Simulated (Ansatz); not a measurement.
**AlBBrH₃: single points off equilibrium**

One table from this session's results is given with a row withheld; the runs are named, their logs left out.

Method: single points in def2-TZVPP; program: Ansatz 0.2.0, Gaussian basis.

Correlated methods freeze the cores. Filled d shells of the heavier atoms are correlated.

1 further run of the same task is left out (it didn't finish).

### The system as given

SMILES `[BH2][AlH][Br]`, 6 atoms, charge 0, spin multiplicity 1.

Atoms are counted from 1 here; the program's logs count them from 0.

Bond lengths: B1–Al2 2.066 Å, B1–H4 1.256 Å, B1–H5 1.234 Å, Al2–Br3 2.262 Å, Al2–H6 1.655 Å. Angles: Al2–B1–H4 117.1°, Al2–B1–H5 125.3°, H4–B1–H5 117.3°, B1–Al2–Br3 127.4°, B1–Al2–H6 126.8°, Br3–Al2–H6 105.8°.

As a file:

```xyz
6
charge 0, multiplicity 1
B    -0.74623    0.31647   -0.88859
Al    0.55220   -0.06803    0.67223
Br    1.21973   -2.08998    1.43580
H    -1.01132   -0.63857   -1.66003
H    -1.18634    1.42903   -1.19263
H     1.31333    1.04821    1.62755
```

Set-up of the first run:

run/in.yaml

```yaml
crystal:
  periodic: [false, false, false]
  atoms:
    - {symbol: B, position_ang: [-0.746234, 0.316466, -0.888589]}
    - {symbol: Al, position_ang: [0.552202, -0.068035, 0.672233]}
    - {symbol: Br, position_ang: [1.219731, -2.089977, 1.435803]}
    - {symbol: H, position_ang: [-1.011321, -0.638569, -1.660035]}
    - {symbol: H, position_ang: [-1.186337, 1.429026, -1.192634]}
    - {symbol: H, position_ang: [1.313328, 1.048213, 1.627545]}
basis:
  gaussian: {orbitals: def2-TZVPP}
hamiltonian: {xc: pbe, dispersion: d4}
output: {forces: true}
```

Launch:

```sh
ansatz run in.yaml --threads 2 --pin off --events-out ev --progress --plain --max-ram 3481MiB
```

Among the steps run: PBE-D4/def2-TZVPP; r2SCAN-D4/def2-TZVPP; PBE0-D4/def2-TZVPP; wB97M-V/def2-TZVPP; CCSD(T)/def2-TZVPP.

One of the session's tables, all rows but one given; the rest of the session is left out.

```
   method  RMS force component (eV/Å)  angle to CCSD(T) forces (°)  dipole (D)
   PBE-D4                       0.694                          5.7        1.83
r2SCAN-D4                           ?                            ?           ?
  PBE0-D4                       0.759                          1.6        2.00
  wB97M-V                       0.797                          4.3        2.04
  CCSD(T)                       0.792                    reference        1.95
```

Estimate the missing values for r2SCAN-D4.

As computed: RMS force component (eV/Å): 0.761; angle to CCSD(T) forces (°): 1.3; dipole (D): 1.94. In the column «RMS force component (eV/Å)» it lies between PBE0-D4 (0.759) and CCSD(T) (0.792).

To keep in mind: CCSD(T) in triple zeta still lacks some correlation energy of the bonds, so part of these gaps is its own basis error and they don't rank the functionals.
